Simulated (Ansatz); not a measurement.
# CH₄Cl₂SeSn: one species, many methods

How much do the methods differ for CH₄Cl₂SeSn? The plan is to run it at one geometry with functionals of several rungs and with coupled cluster, and see how far each lands from CCSD(T) at the basis-set limit for the atomisation energy.

Method: functionals in def2-TZVPP, the program's frozen cores in correlated methods; program: Ansatz 0.2.0, Gaussian basis.

Plan: LDA (SPW92), PBE-D4, revPBE-D4, BLYP-D4, r2SCAN-D4, B97M-V, PBE0-D4, B3LYP-D4, r2SCANh-D4, r2SCAN0-D4, HSE06-D4, BHLYP-D4, CAM-B3LYP-D4, LC-ωPBE, ωB97X-V, ωB97M-V, B2PLYP, PBE-QIDH; CCSD(T)/def2-SVP; CCSD(T)/def2-TZVPP; MP2/def2-QZVPP; extrapolation to the limit; RPA on PBE.

## Step 1: Structure used throughout

An earlier PBE0-D4 in a triple-zeta def2 set relaxation fixed the geometry. Sn takes the def2 core potential; no spin-orbit term is included.

SMILES `C[Se][SnH]([Cl])[Cl]`, 9 atoms, charge 0, spin multiplicity 1.

Atoms are counted from 1 here; the program's logs count them from 0.

Bond lengths: C1–Se2 1.961 Å, C1–H6 1.087 Å, C1–H7 1.087 Å, C1–H8 1.089 Å, Se2–Sn3 2.488 Å, Sn3–Cl4 2.325 Å, Sn3–Cl5 2.325 Å, Sn3–H9 1.697 Å. Angles: Se2–C1–H6 110.1°, Se2–C1–H7 110.1°, Se2–C1–H8 105.5°, H6–C1–H7 111.2°, H6–C1–H8 109.9°, H7–C1–H8 109.9°, C1–Se2–Sn3 95.4°, Se2–Sn3–Cl4 108.8°, Se2–Sn3–Cl5 108.8°, Se2–Sn3–H9 116.5°, Cl4–Sn3–Cl5 103.4°, Cl4–Sn3–H9 109.3°, Cl5–Sn3–H9 109.3°.

## Step 2: LDA

This LDA is Slater exchange with PW92 correlation.

The input, in.yaml:

```yaml
crystal:
  periodic: [false, false, false]
  atoms:
    - {symbol: C, position_ang: [-1.227195, -0.041726, 1.135368]}
    - {symbol: Se, position_ang: [0.230546, 1.266318, 1.041630]}
    - {symbol: Sn, position_ang: [1.312972, 0.270352, -0.965373]}
    - {symbol: Cl, position_ang: [1.783235, -1.964417, -0.530327]}
    - {symbol: Cl, position_ang: [-0.247585, 0.167390, -2.685448]}
    - {symbol: H, position_ang: [-1.829614, 0.004041, 0.231194]}
    - {symbol: H, position_ang: [-0.824514, -1.040127, 1.288865]}
    - {symbol: H, position_ang: [-1.826420, 0.252589, 1.995272]}
    - {symbol: H, position_ang: [2.716974, 1.039380, -1.528280]}
basis:
  gaussian: {orbitals: def2-TZVPP}
hamiltonian: {xc: lda}
output: {orbitals: {seedname: orbitals}}
```

The run is started by

```bash
$ ansatz run in.yaml --threads 2 --pin off --events-out ev --progress --plain --max-ram 32768MiB --backend cpu
```

The runs that follow: PBE-D4 (GGA); revPBE-D4 (GGA); BLYP-D4 (GGA); r2SCAN-D4 (meta-GGA); B97M-V (meta-GGA); PBE0-D4 (hybrid); B3LYP-D4 (hybrid); r2SCANh-D4 (hybrid); r2SCAN0-D4 (hybrid); HSE06-D4 (hybrid); BHLYP-D4 (hybrid); CAM-B3LYP-D4 (range-separated); LC-ωPBE (range-separated); ωB97X-V (range-separated); ωB97M-V (range-separated); B2PLYP (double hybrid); PBE-QIDH (double hybrid); CCSD(T) in def2-SVP; CCSD(T) in def2-TZVPP; MP2 in def2-QZVPP; RPA on PBE orbitals.

Q: Predict the results of all the runs planned. Wanted: atomisation energy, CCSD(T)/CBS; farthest beyond LDA; mean size of error, GGA; mean size of error, meta-GGA; mean size of error, hybrid; mean size of error, range-separated; mean size of error, double hybrid; gap, smallest and largest; T1 diagnostic.

**Answer**, as computed:

| quantity | value |
| --- | --- |
| atomisation energy, CCSD(T)/CBS | 2766.9 kJ/mol |
| functionals within 27.7 kJ/mol (1.0 %) | PBE-D4, r2SCAN-D4, B97M-V, PBE0-D4, HSE06-D4, ωB97X-V |
| farthest beyond LDA | BHLYP-D4 (-113.4 kJ/mol) |
| mean size of error, GGA | 46.7 kJ/mol |
| mean size of error, meta-GGA | 12.6 kJ/mol |
| mean size of error, hybrid | 50.3 kJ/mol |
| mean size of error, range-separated | 44.3 kJ/mol |
| mean size of error, double hybrid | 66.1 kJ/mol |
| gap, smallest and largest | 3.14 eV (LDA (SPW92)), 10.09 eV (LC-ωPBE) |
| T1 diagnostic | 0.0106 |
| triples share of the correlation energy | 3.8 % |

What this shows: LDA overbinds by 377.1 kJ/mol (14 %). PBE-D4 misses by +13.5 kJ/mol. Double hybrids carry the basis error of their MP2 part in triple zeta, and no dispersion term here, so their miss is partly the set-up's. By mean error the best rung here is meta-GGA (12.6 kJ/mol) and the worst beyond LDA is double hybrid (66.1 kJ/mol). hybrid functionals lie within the reference's doubt of that worst mean (50.3 kJ/mol), so those two tie. The reference freezes the cores and leaves out spin-orbit coupling and excitations past (T), and its outer-core shells are covered unevenly, so misses under about 27.7 kJ/mol can't be ranked. All levels share the lack of spin-orbit coupling, which lowers the free heavy atoms and so the true binding. Hartree-Fock recovers 71 % of the binding; the rest is correlation. CCSD(T) in def2-SVP is off by -239.0 kJ/mol, more than most functionals: a good method in a small basis is no reference. Orbital gaps span 3.1 to 10.1 eV; exact exchange widens them. Correlated methods include outer-core shells of Se, Sn, which these sets cover unevenly.
